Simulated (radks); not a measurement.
# Ionising scandium step by step, Sc to Sc²⁰⁺

The task here is to estimate one member of a computed series from the others.

Program: radks (a radial shooting solver on a logarithmic mesh, Libxc functionals) version 1. Level of theory: non-relativistic Kohn-Sham, LDA (Slater exchange, Perdew-Wang correlation), spin-unpolarised, spherical densities, point nucleus. These are calculated values, not measurements, unless marked.

### The system

- element: scandium (Z = 21)
- charges: 0 to 20
- first configuration: [Ar] 3d1 4s2
- last configuration: 1s1

Outer shells as boxes (Hund's rule):

Sc
```
[Ar] core
3d [↑ ][  ][  ][  ][  ]
4s [↑↓]
```

Sc²⁰⁺
```
1s [↑ ]
```

Set-up of the first run:

Settings of this run:

```text
Z 21
configuration [Ar] 3d1 4s2
relativity non-relativistic
functional lda,pw
spin unpolarised
nucleus point
```

Among the steps run: Sc, [Ar] 3d1 4s2.

One of the session's tables, all rows but one given; the rest of the session is left out.

It belongs to the step «Sc, [Ar] 3d1 4s2». Radial moments (bohr):

```
level      <r>  outermost maximum (interpolated)  90 % within  nodes
   1s  0.07375                            0.0485        0.131      0
   2s        ?                                 ?            ?      ?
   2p   0.3091                             0.233        0.509      0
   3s    1.084                             0.932         1.63      2
   3p    1.172                             0.968         1.81      1
   4s    3.707                              3.09         5.58      3
   3d    1.833                              1.09         3.30      0
```

**Question.** Estimate the row for 2s.

**Answer.** <r>: 0.3472; outermost maximum (interpolated): 0.287; 90 % within: 0.540; nodes: 1. In the column «<r>» it lies between 2p (0.3091) and 3s (1.084).

Limits of these values: Spin polarisation and multiplet splitting are left out, so open shells lie too high by an amount that depends on their filling.
